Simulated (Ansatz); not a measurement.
# CH8AlNSi: the cost of one run

All numbers below are computed with Ansatz 0.2.0 (RKS PBE-D4/6-31G).

**1. Starting point**

Bond lengths: C1–N2 1.416 Å, N2–Al3 1.900 Å, N2–Si4 1.842 Å, C1–H5 1.162 Å, C1–H6 1.161 Å, C1–H7 1.119 Å, Al3–H8 1.669 Å, Al3–H9 1.615 Å, Si4–H10 1.477 Å, Si4–H11 1.392 Å, Si4–H12 1.474 Å. Angles (14 of 18 angles, heavy atoms first): C1–N2–Al3 109.5°, C1–N2–Si4 107.8°, Al3–N2–Si4 106.4°, N2–C1–H5 110.8°, N2–C1–H6 111.4°, N2–C1–H7 116.3°, N2–Al3–H8 119.4°, N2–Al3–H9 122.8°, N2–Si4–H10 105.6°, N2–Si4–H11 110.5°, N2–Si4–H12 107.2°, H5–C1–H6 102.3°, H5–C1–H7 108.1°, H6–C1–H7 107.0°.

Coordinates:

```xyz
12

C    -0.7590    1.1654   -0.2854
N    -0.6421   -0.1987    0.0741
Al    0.1725   -0.3354    1.7847
Si    0.5147   -0.9974   -1.1169
H    -1.2954    1.2780   -1.3098
H    -1.4748    1.7329    0.4315
H     0.1940    1.7508   -0.3259
H     1.6937    0.3083    2.0206
H    -0.5393   -1.0678    3.0361
H    -0.1566   -0.9270   -2.4302
H     1.7457   -0.3481   -1.1121
H     0.6236   -2.4160   -0.7326
```

**2. Relaxing end A**

File input.yaml:

```yaml
crystal:
  periodic: [false, false, false]
  atoms:
    - { symbol: C, position_ang: [-0.759, 1.1654, -0.2854] }
    - { symbol: "N", position_ang: [-0.6421, -0.1987, 0.0741] }
    - { symbol: Al, position_ang: [0.1725, -0.3354, 1.7847] }
    - { symbol: Si, position_ang: [0.5147, -0.9974, -1.1169] }
    - { symbol: H, position_ang: [-1.2954, 1.278, -1.3098] }
    - { symbol: H, position_ang: [-1.4748, 1.7329, 0.4315] }
    - { symbol: H, position_ang: [0.194, 1.7508, -0.3259] }
    - { symbol: H, position_ang: [1.6937, 0.3083, 2.0206] }
    - { symbol: H, position_ang: [-0.5393, -1.0678, 3.0361] }
    - { symbol: H, position_ang: [-0.1566, -0.927, -2.4302] }
    - { symbol: H, position_ang: [1.7457, -0.3481, -1.1121] }
    - { symbol: H, position_ang: [0.6236, -2.416, -0.7326] }
basis:
  gaussian: { orbitals: "6-31G" }
hamiltonian:
  xc: pbe
  dispersion: d4
relax:
  f_tol: 0.015
  max_steps: 40
```

Command:

```console
ansatz run input.yaml --threads 1 --pin off --max-ram 2048MiB --backend cpu --events-out ev --progress --plain --runs-dir out
```

What time and memory should one allow on 1 thread of an Arm CPU, shared host?

About 55 s, with a peak of 0.16 GiB.
